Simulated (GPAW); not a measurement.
**CHFNSi (SMILES N#C[SiH]F) at UPBE/real-space grid (scalar-relativistic datasets)**

Wanted: the charge distribution of CHFNSi. Input form: an ASE script.

The calculation is run with GPAW 26.7.0.

## Step 1: The molecule

CHFNSi has 5 atoms, charge 0, and is taken as a doublet. SMILES: `N#C[SiH]F`. The shape is that of a PBE0-D4/def2-TZVP optimisation.

Bond lengths: N1–C2 1.154 Å, C2–Si3 1.837 Å, Si3–F4 1.591 Å, Si3–H5 1.482 Å. Angles: N1–C2–Si3 173.9°, C2–Si3–F4 108.1°, C2–Si3–H5 109.3°, F4–Si3–H5 109.8°.

## Step 2: The charge distribution at UPBE/real-space grid (scalar-relativistic datasets)

File run.xyz:

```xyz
5

N      1.347400    -1.164000     1.391300
C      0.713800    -0.590000     0.616200
Si    -0.146100     0.297600    -0.743500
F     -1.590300    -0.347100    -0.917700
H     -0.274900     1.730000    -0.387600
```

File run.py:

```python
import numpy as np
from ase.io import read
from ase.units import Debye
from gpaw import GPAW

atoms = read("run.xyz")
atoms.center(vacuum=4.5)
atoms.set_initial_magnetic_moments([0.25, 0.25, 0.25, 0.25, 0.0])

calc = GPAW(mode="fd",
            h=0.18,
            xc="PBE",
            occupations={"name": "fermi-dirac", "width": 0.0, "fixmagmom": True},
            maxiter=150,
            symmetry="off",
            txt="-")
atoms.calc = calc

energy = atoms.get_potential_energy()
print(f"Energy = {energy:.5f} eV")
forces = atoms.get_forces()
print("Forces (eV/Ang)")
for symbol, f in zip(atoms.symbols, forces):
    print(f'{symbol:2} {f[0]:9.4f} {f[1]:9.4f} {f[2]:9.4f}')
dipole = atoms.get_dipole_moment() / Debye
print(f"Dipole: {np.linalg.norm(dipole):.3f} D")
print("Moments:", atoms.get_magnetic_moments().round(3))
```

Command:

```
$ python3 -u run.py | tee run.out
```

**Question.** What will come out? Wanted: energy as printed; dipole moment; HOMO energy; LUMO energy; largest force on an atom.

Computed results:

Level: UPBE/real-space grid (scalar-relativistic datasets).

```
                                              quantity        value
energy as printed (from the program's reference atoms)  -29.2283 eV
                                         dipole moment       3.02 D
                    HOMO energy (highest over α and β)     -6.24 eV
                     LUMO energy (lowest over α and β)     -4.51 eV
                              largest force on an atom   1.550 eV/Å
```

The largest force is 1.55 eV/Å: the shape isn't a stationary point for this species at this level.
